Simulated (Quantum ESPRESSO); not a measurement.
Ta3AsAu2O13:

```xyz
19
Lattice="6.4303 -1.9433 -0.0048 6.4303 1.9433 -0.0048 -2.5478 0.0000 10.6862" Properties=species:S:1:pos:R:3 pbc="T T T"
Ta    4.5247    0.0000    3.7670
Ta    6.0597    0.0000    7.2197
Ta    1.7990    0.0000   10.5616
As    7.9903    0.0000    0.0311
Au    8.3231    0.0000    3.7097
Au    2.3136    0.0000    6.7574
O     8.6038    0.0000    1.6474
O     6.3527    0.0000    3.6998
O     2.3873    0.0000    4.7518
O     2.1597    0.0000    8.7356
O     4.8024    0.0000    5.8862
O     8.0919    0.0000    6.6978
O     4.1996    0.0000    1.9509
O    10.3810    0.0000    3.9020
O     5.2563    0.0000    8.9247
O    -0.2078    0.0000    7.1659
O     6.2651    0.0000    0.3242
O    -0.3802    0.0000   10.5475
O     7.7751    0.0000   10.4897
```

The cell was built by a generator and needn't be a form met in nature.

Base run:

- Program: Quantum ESPRESSO 7.5
- Functional: PBE
- Potentials or basis: SSSP 1.3 efficiency PBE
- Cutoff: 816 eV
- Density cutoff: 5987 eV
- k mesh: 5 × 5 × 2
- Occupations: fermi-dirac, width 0.05 eV
- Spin: no spin polarisation
- Hubbard terms: Au d U = 2 eV, Ta d U = 2 eV

Its results: band gap on the k mesh 0.09 eV, indirect (least direct gap 0.10 eV); pressure 1.5 GPa; largest force 0.739 eV/Å.

**Question.** The run is repeated on the same cell with these changes: hubbard terms from Au d U = 2 eV, Ta d U = 2 eV to Au d U = 6 eV, Ta d U = 6 eV. What comes out?

**Answer.** Band gap on the k mesh 0.23 eV, indirect (least direct gap 0.31 eV); pressure 3.1 GPa; largest force 0.677 eV/Å.

Caveats: spin-orbit coupling is left out, which moves the levels of the heavy elements; an odd mesh through Γ misses points on the zone boundary, where band edges often lie.
